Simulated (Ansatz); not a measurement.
# C9H8: small, medium and large basis sets

One table from this session's results is given with a row withheld; the runs are named, their logs left out.

Computed with Ansatz 0.2.0, Gaussian basis. Level: one geometry, several basis sets.

The runs, in order: PBE0-D4/def2-SVP; ωB97M-V/def2-SVP; PBE0-D4/def2-QZVPP; ωB97M-V/def2-QZVPP; the functionals' def2-TZVPP values are taken from earlier runs.

**The geometry**

The geometry comes from an earlier relaxation with PBE0-D4 in a triple-zeta def2 set; it is a stationary point, not always the lowest conformer.

SMILES `C1=Cc2ccccc2C1`, 17 atoms, charge 0, spin multiplicity 1.

Atoms are counted from 1 here; the program's logs count them from 0.

Bond lengths: C1–C2 1.340 Å, C1–C9 1.498 Å, C1–H10 1.082 Å, C2–C3 1.457 Å, C2–H11 1.083 Å, C3–C4 1.387 Å, C3–C8 1.403 Å, C4–C5 1.388 Å, C4–H12 1.085 Å, C5–C6 1.390 Å, C5–H13 1.084 Å, C6–C7 1.391 Å, C6–H14 1.084 Å, C7–C8 1.380 Å, C7–H15 1.085 Å, C8–C9 1.498 Å, C9–H16 1.097 Å, C9–H17 1.097 Å. Angles: C2–C1–C9 110.7°, C2–C1–H10 125.9°, C9–C1–H10 123.4°, C1–C2–C3 109.6°, C1–C2–H11 125.9°, C3–C2–H11 124.5°, C2–C3–C4 131.4°, C2–C3–C8 108.1°, C4–C3–C8 120.5°, C3–C4–C5 118.6°, C3–C4–H12 120.9°, C5–C4–H12 120.5°, C4–C5–C6 120.8°, C4–C5–H13 119.7°, C6–C5–H13 119.5°, C5–C6–C7 120.7°, C5–C6–H14 119.6°, C7–C6–H14 119.7° and more.

The first run:

in.yaml reads:

```yaml
crystal:
  periodic: [false, false, false]
  atoms:
    - {symbol: C, position_ang: [0.626607, -1.381265, 1.839386]}
    - {symbol: C, position_ang: [1.313202, -1.314184, 0.690679]}
    - {symbol: C, position_ang: [0.659414, -0.378882, -0.215350]}
    - {symbol: C, position_ang: [0.980566, 0.027129, -1.502651]}
    - {symbol: C, position_ang: [0.157587, 0.950000, -2.133757]}
    - {symbol: C, position_ang: [-0.965392, 1.458076, -1.491223]}
    - {symbol: C, position_ang: [-1.288673, 1.051774, -0.200245]}
    - {symbol: C, position_ang: [-0.474022, 0.134471, 0.431998]}
    - {symbol: C, position_ang: [-0.567871, -0.477900, 1.796350]}
    - {symbol: H, position_ang: [0.878369, -1.994329, 2.694597]}
    - {symbol: H, position_ang: [2.216092, -1.864032, 0.456922]}
    - {symbol: H, position_ang: [1.855731, -0.366554, -2.007935]}
    - {symbol: H, position_ang: [0.392140, 1.279382, -3.139681]}
    - {symbol: H, position_ang: [-1.594998, 2.177871, -2.001607]}
    - {symbol: H, position_ang: [-2.166951, 1.452884, 0.294862]}
    - {symbol: H, position_ang: [-1.503770, -1.032141, 1.936902]}
    - {symbol: H, position_ang: [-0.537032, 0.277301, 2.591054]}
basis:
  gaussian: {orbitals: def2-SVP}
hamiltonian: {xc: pbe0, dispersion: d4}
output: {orbitals: {seedname: orbitals}}
```

Command:

```bash
$ ansatz run in.yaml --threads 2 --pin off --events-out ev --progress --plain --max-ram 32768MiB --backend cpu
```

Among the steps run: PBE0-D4 in def2-SVP; ωB97M-V in def2-SVP; PBE0-D4 in def2-QZVPP; ωB97M-V in def2-QZVPP.

One of the session's tables, all rows but one given; the rest of the session is left out.

It belongs to the step «Functionals by basis». 

```
functional       basis  HOMO (eV)
   PBE0-D4    def2-SVP      -6.29
   PBE0-D4  def2-TZVPP      -6.31
   PBE0-D4  def2-QZVPP      -6.32
   ωB97M-V    def2-SVP      -8.30
   ωB97M-V  def2-TZVPP      -8.32
   ωB97M-V  def2-QZVPP          ?
```

Estimate the missing values for ωB97M-V, def2-QZVPP.

**Answer.** HOMO (eV): -8.33. In the column «HOMO (eV)» it is the lowest.
